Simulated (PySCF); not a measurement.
# Cl6Co2 ([Co2Cl6]2-): the cost of one run

Computed with PySCF 2.14.0 and routines of our own; the level stands in each step. Atoms count from 0.

## Step 1: The starting structure

8 atoms, charge -2, multiplicity 7; geometry from: GFN2-xTB.

## Step 2: Open-shell or spin-flip excitations: unrestricted TDA BP86/def2-SVP Co:def2-TZVP in water

Job settings and geometry (Å):

```
{"job": {"kind": "uabs", "xc": "BP86", "basis": {"default": "def2-SVP", "Co": "def2-TZVP"}, "nstates": 15, "tda": true, "pol": false, "solvent": "water"}, "charge": -2, "multiplicity": 7}
Co    -1.229360    -0.293610     1.121940
Cl    -1.044490    -1.632800     2.795650
Cl    -3.179710     0.609460     1.076150
Cl    -0.541300    -1.194870    -0.906230
Co     1.228030     0.295270    -1.123660
Cl     1.058240     1.629500    -2.801720
Cl     3.174600    -0.615640    -1.062310
Cl     0.534000     1.202700     0.900170
```

Level: unrestricted TDA BP86/def2-SVP Co:def2-TZVP, vertical, IEF-PCM water (non-equilibrium linear response), core orbitals frozen in the response.

Command:

```sh
$ OMP_NUM_THREADS=1 python excited_run.py task.json out
```

The driver reads the jobs from task.json and runs them one after another.

**Question.** How long does this first job take on 1 thread of Intel Xeon Platinum 8488C, shared host, and how much memory does it need?

About 9.2 min, with a peak of 0.8 GiB.
